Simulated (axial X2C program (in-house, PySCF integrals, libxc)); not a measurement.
**A two-component session on SrS⁺: EOM-IP-CCSD levels**

Aim: EOM-IP-CCSD levels of SrS⁺, with spin–orbit coupling in the Hamiltonian from the start.

Method: two-component X2C with atomic mean-field terms, Sr dyall-cv3z, S dyall-av3z; program: an in-house X2C program for linear molecules on PySCF integrals.

All values are calculated.

### Step 1. Input

File task.json:

```json
{
 "zs": [
  38,
  16
 ],
 "q": 1,
 "bas": [
  "dyall-cv3z",
  "dyall-av3z"
 ],
 "r0": 2.51,
 "eom": "ip",
 "rq": 0,
 "thr": -2.0,
 "nmax": 95,
 "grid": [
  1,
  0.96,
  1.045,
  0.92,
  1.09,
  1.15
 ]
}
```

Keys: zs atomic numbers; q charge; bas basis sets; r0 starting distance in Å; eom kind of EOM run; thr threshold in hartree for freezing inner shells (an s shell follows its p shell); nmax most natural virtual spinors; grid distances as factors.

The run is started by

```sh
python soeom.py task.json out
```

The runs that follow: EOM-IP-CCSD at 2.422 Å.

**Question.** What will these runs give? Wanted: next root led by one particle; T1 of the reference.

**Answer**, as computed:

```
                     quantity                           value
       lowest root at 2.422 Å               Ω = 3/2, 6.437 eV
next root led by one particle  Ω = 1/2, about 340 cm⁻¹ higher
          T1 of the reference                           0.018
```

**Reading.** Removing an electron from the reference determinant of SrS costs 6.44 eV and empties a spinor of 79% S pπ, 13% Sr dπ. Errors of 0.1 to 0.3 eV are usual at this size, and roots led by higher excitations are left out, so the list is incomplete, and low states of that kind can be missing.
